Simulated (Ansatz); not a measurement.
# TiSiH2 (triplet): the correlation ladder, def2-SVP

An exercise on one series of results from a longer session: the logs are not shown, and one member is left open.

Program: Ansatz 0.2.0, Gaussian basis. Level of theory: def2-SVP, core rule «outside noble gas», up to 14 orbitals frozen. These are calculated values, not measurements.

To be run: UHF; CCSD(T) on ROHF; CCSD(T) on UHF; CISD; CCSDT(Q) on ROHF; CCSDT(Q) on UHF; CASSCF and MRCISD+Q, 10 electrons in 10 orbitals; CASSCF and NEVPT2, 10 electrons in 10 orbitals.

17 further runs of the same task are left out: 3 that didn't finish, 14 set aside as unsound or not needed.

## What is computed

The geometry is a PBE0/def2-TZVP stationary point (not a proven minimum) of the parent state, kept for this charge and spin.

4 atoms, charge 0, spin multiplicity 3.

Atoms are counted from 1 here; the program's logs count them from 0.

Bond lengths: Ti1–Si2 2.493 Å, Ti1–H3 1.742 Å, Ti1–H4 1.742 Å. Angles: Si2–Ti1–H3 118.7°, Si2–Ti1–H4 118.7°, H3–Ti1–H4 122.5°.

As a file:

```
Ti    0.0000    0.0000    0.8765
Si    0.0000    0.0000   -1.6168
H     0.0000    1.5279    1.7139
H     0.0000   -1.5279    1.7139
```

Set-up of the first run:

Input file in.yaml:

```yaml
crystal:
  periodic: [false, false, false]
  atoms:
    - {symbol: Ti, position_ang: [0.000000, 0.000000, 0.876466]}
    - {symbol: Si, position_ang: [0.000000, 0.000000, -1.616810]}
    - {symbol: H, position_ang: [0.000000, 1.527869, 1.713949]}
    - {symbol: H, position_ang: [0.000000, -1.527869, 1.713949]}
basis:
  gaussian: {orbitals: def2-SVP}
magnetization: {spin_polarized: true, initial_magnetization: 2}
hamiltonian: {xc: hf}
output: {orbitals: {seedname: orbitals}}
```

Started as:

```
$ ansatz run in.yaml --threads 1 --pin off --events-out ev --progress --plain --max-ram 2393MiB
```

Steps of the session up to this table: UHF; CCSD(T) on ROHF; CCSD(T) on UHF; CISD; CCSDT(Q) on ROHF; CCSDT(Q) on UHF; CASSCF and MRCISD+Q, 10 electrons in 10 orbitals; CASSCF and NEVPT2, 10 electrons in 10 orbitals.

One of the session's tables, all rows but one given; the rest of the session is left out.

It belongs to the step «Misses and costs». 

| method | from UCCSDT(Q) (meV) |
| --- | --- |
| ROHF | +6190.7 |
| UHF | +5197.0 |
| RMP2 | +2296.3 |
| UMP2 | +1610.2 |
| CISD | +1578.6 |
| RCCSD | +855.0 |
| UCCSD | ? |
| RCCSD(T) | +458.1 |
| UCCSD(T) | +192.9 |
| UCCSDT | +57.6 |
| UCCSDT(Q) | 0 |
| CASSCF frontier | +3637.8 |
| NEVPT2 frontier | +1146.1 |
| MRCISD frontier | +438.1 |
| MRCISD+Q frontier | +159.9 |

**Question.** Estimate the row for UCCSD.

**Answer.** from UCCSDT(Q) (meV): +475.6. In the column «from UCCSDT(Q) (meV)» it lies between RCCSD(T) (+458.1) and RCCSD (+855.0).

Not comparable, so not listed: CCSDT(Q) on ROHF (they don't share determinant, frozen orbitals or solution with the rows shown, or repeat one).

To keep in mind: The determinant is far from a pure spin state, so its energy mixes those of several spin states (harmless only where they are near-degenerate, as at dissociation). The program flags RCCSD(T) as in doubt, so those rows may rest on another solution; read them beside their warnings. Warnings: spin contamination; coupled cluster took another determinant than the lowest; large T1 diagnostic. Restricted and unrestricted rows rest on different reference determinants; where their highest levels disagree by more than a few hundredths of an eV, they describe different states and don't form one ladder.
